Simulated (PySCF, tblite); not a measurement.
# C₈H₆FN₃: geometry, infrared bands and NMR shifts

Wanted: the infrared bands and NMR shifts of C₈H₆FN₃ (`Fc1cccc(-n2nccn2)c1`), by calculation.

Computed with tblite 0.8.0 and PySCF 2.14.0, with density-fitted response routines of our own, on a single molecule in the gas phase. Atoms are numbered from 0 throughout.

## (1) The molecule as given

18 atoms, charge 0, multiplicity 1; geometry from: force field or distance geometry start.

Bonds of the start (Å): F0–C1 1.35, C1–C2 1.39, C2–C3 1.41, C3–C4 1.40, C4–C5 1.41, C5–N6 1.41, N6–N7 1.36, N7–C8 1.33, C8–C9 1.40, C9–N10 1.34, C5–C11 1.40, C11–C1 1.39, N10–N6 1.36, C2–H12 1.07, C3–H13 1.08, C4–H14 1.10, C8–H15 1.08, C9–H16 1.08, C11–H17 1.09.

## (2) Optimising the geometry with GFN2-xTB

What the job is given:

```
{"job": {"kind": "relax", "xc": "GFN2-xTB", "basis": "xTB"}, "charge": 0, "multiplicity": 1}
F      2.772900    -2.444000    -0.664400
C      2.162900    -1.270500    -0.393000
C      2.958000    -0.145700    -0.174800
C      2.334400     1.082800     0.105400
C      0.941100     1.149000     0.206600
C      0.156100     0.001300    -0.011900
N     -1.251800     0.080000     0.073000
N     -2.043800    -1.006000    -0.113400
C     -3.266000    -0.504000     0.053500
C     -3.186100     0.860800     0.345500
N     -1.905800     1.239100     0.357600
C      0.777200    -1.222600    -0.300900
H      4.024400    -0.214800    -0.237500
H      2.943100     1.964300     0.272800
H      0.475600     2.117900     0.430200
H     -4.144900    -1.133000    -0.028500
H     -3.963800     1.585100     0.537900
H      0.207800    -2.133400    -0.469700
```

Launch:

```bash
$ OMP_NUM_THREADS=1 python probes_run.py task.json out
```

The driver reads the jobs from task.json and runs them one after another.

**Question.** This job is followed by: GFN2-xTB harmonic vibrations, gas phase; GIAO PBE0/pcSseg-1 NMR shielding, non-relativistic, gas phase. Predict these results of the whole session: strongest single infrared mode (GFN2-xTB); zero-point energy (GFN2-xTB); ¹³C shifts against TMS (PBE0/pcSseg-1, means over atoms taken as alike); ¹H shifts against TMS (PBE0/pcSseg-1, means over atoms taken as alike); ¹⁹F shifts against CFCl3 (PBE0/pcSseg-1); ¹⁵N shifts against NH3 (PBE0/pcSseg-1, means over atoms taken as alike); surface potential, 1st and 99th percentile.

The runs gave:

```
                                                               quantity                                                value
                              strongest single infrared mode (GFN2-xTB)                                1193 cm⁻¹, 114 km/mol
                                           zero-point energy (GFN2-xTB)                                        80.2 kcal/mol
¹³C shifts against TMS (PBE0/pcSseg-1, means over atoms taken as alike)  173.5, 145.3, 140.3, 136.1, 120.2, 119.0, 111.8 ppm
 ¹H shifts against TMS (PBE0/pcSseg-1, means over atoms taken as alike)                     8.49, 8.45, 7.88, 7.76, 7.27 ppm
                               ¹⁹F shifts against CFCl3 (PBE0/pcSseg-1)                                           -114.2 ppm
¹⁵N shifts against NH3 (PBE0/pcSseg-1, means over atoms taken as alike)                                     352.9, 285.4 ppm
                                  surface potential, 1st and 99th percentile                                   -1.05 V and 1.26 V
```

Over 17 steps the energy fell by 0.189 eV; of the close pairs, N6–N10 changed most, 1.361 to 1.318 Å. All 48 modes are real, so the xTB geometry is a minimum. The strongest single mode, at 1193 cm⁻¹, is spread over many atoms; the largest shares are those of C1, H17. GFN2-xTB is a fitted tight-binding method: band positions and strengths are rough. Its intensities can rank the bands wrongly. At PBE0/pcSseg-1: The largest span, 524 ppm, is at N7, N10, where the paramagnetic term is -409 ppm. NICS(1)zz of -25 ppm above the planar ring from C1 marks a diatropic (aromatic) ring current. NICS(1)zz of -30 ppm above the planar ring from N6 marks a diatropic (aromatic) ring current. At PBE0/pcSseg-1, counted by nearest atom on the grid, the HOMO lies on C2 19 %; C4, C5 about 14 % each, the LUMO on N7, N10 about 14 % each; C2, C5 about 12 % each.
